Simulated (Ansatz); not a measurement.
# C2H5BF2: one species, many methods

An exercise on one series of results from a longer session: the logs are not shown, and one member is left open.

Method: functionals in def2-TZVPP, the program's frozen cores in correlated methods; program: Ansatz 0.2.0, Gaussian basis.

Levels to be run: PBE-D4, r2SCAN-D4, PBE0-D4, B3LYP-D4, ωB97X-V, ωB97M-V, B2PLYP; CCSD(T)/def2-TZVPP; MP2/def2-QZVPP; extrapolation to the limit.

## The geometry

The geometry comes from an earlier relaxation with PBE0-D4 in a triple-zeta def2 set; it is a stationary point, not always the lowest conformer.

SMILES `FCBCF`, 10 atoms, charge 0, spin multiplicity 1.

Atoms are counted from 1 here; the program's logs count them from 0.

Bond lengths: F1–C2 1.386 Å, C2–B3 1.551 Å, C2–H6 1.100 Å, C2–H7 1.100 Å, B3–C4 1.554 Å, B3–H8 1.196 Å, C4–F5 1.391 Å, C4–H9 1.100 Å, C4–H10 1.100 Å. Angles: F1–C2–B3 115.0°, F1–C2–H6 108.5°, F1–C2–H7 108.5°, B3–C2–H6 109.8°, B3–C2–H7 109.8°, H6–C2–H7 104.9°, C2–B3–C4 120.4°, C2–B3–H8 121.8°, C4–B3–H8 117.8°, B3–C4–F5 114.6°, B3–C4–H9 110.1°, B3–C4–H10 110.1°, F5–C4–H9 108.1°, F5–C4–H10 108.1°, H9–C4–H10 105.5°.

The first run:

in.yaml

```yaml
crystal:
  periodic: [false, false, false]
  atoms:
    - {symbol: F, position_ang: [0.077454, -2.557772, 0.091747]}
    - {symbol: C, position_ang: [0.257520, -1.268336, -0.382793]}
    - {symbol: B, position_ang: [-0.262774, -0.147130, 0.554208]}
    - {symbol: C, position_ang: [-0.125480, 1.345827, 0.145108]}
    - {symbol: F, position_ang: [0.482681, 1.554886, -1.088556]}
    - {symbol: H, position_ang: [1.328467, -1.117530, -0.584519]}
    - {symbol: H, position_ang: [-0.228795, -1.187774, -1.366314]}
    - {symbol: H, position_ang: [-0.778361, -0.391916, 1.605101]}
    - {symbol: H, position_ang: [-1.115733, 1.823744, 0.123006]}
    - {symbol: H, position_ang: [0.448220, 1.894799, 0.906011]}
basis:
  gaussian: {orbitals: def2-TZVPP}
hamiltonian: {xc: pbe, dispersion: d4}
output: {forces: true, orbitals: {seedname: orbitals}}
```

Launch:

```console
ansatz run in.yaml --threads 4 --pin off --events-out ev --progress --plain --max-ram 10444MiB
```

Steps of the session up to this table: PBE-D4 (GGA); r2SCAN-D4 (meta-GGA); PBE0-D4 (hybrid); B3LYP-D4 (hybrid); ωB97X-V (range-separated); ωB97M-V (range-separated); B2PLYP (double hybrid); CCSD(T) in def2-TZVPP; MP2 in def2-QZVPP.

One of the session's tables, all rows but one given; the rest of the session is left out.

It belongs to the step «Atomisation energies». 

```
            method  atomisation energy (kcal/mol)
            PBE-D4                          927.8
         r2SCAN-D4                          908.6
           PBE0-D4                          908.6
          B3LYP-D4                          905.0
           ωB97X-V                          905.7
           ωB97M-V                          907.2
            B2PLYP                              ?
     HF/def2-TZVPP                          671.7
    MP2/def2-TZVPP                          898.3
   CCSD/def2-TZVPP                          866.8
CCSD(T)/def2-TZVPP                          878.8
           MP2/CBS                          919.4
       CCSD(T)/CBS                          900.0
```

Estimate the missing values for B2PLYP.

The run gave: atomisation energy (kcal/mol): 896.0. In the column «atomisation energy (kcal/mol)» it lies between CCSD(T)/def2-TZVPP (878.8) and MP2/def2-TZVPP (898.3).

To keep in mind: Free atoms (2 F, 2 C, 1 B, 5 H) were run apart at each level; the atomisation energy is their sum less the molecule, without zero-point or spin-orbit terms.
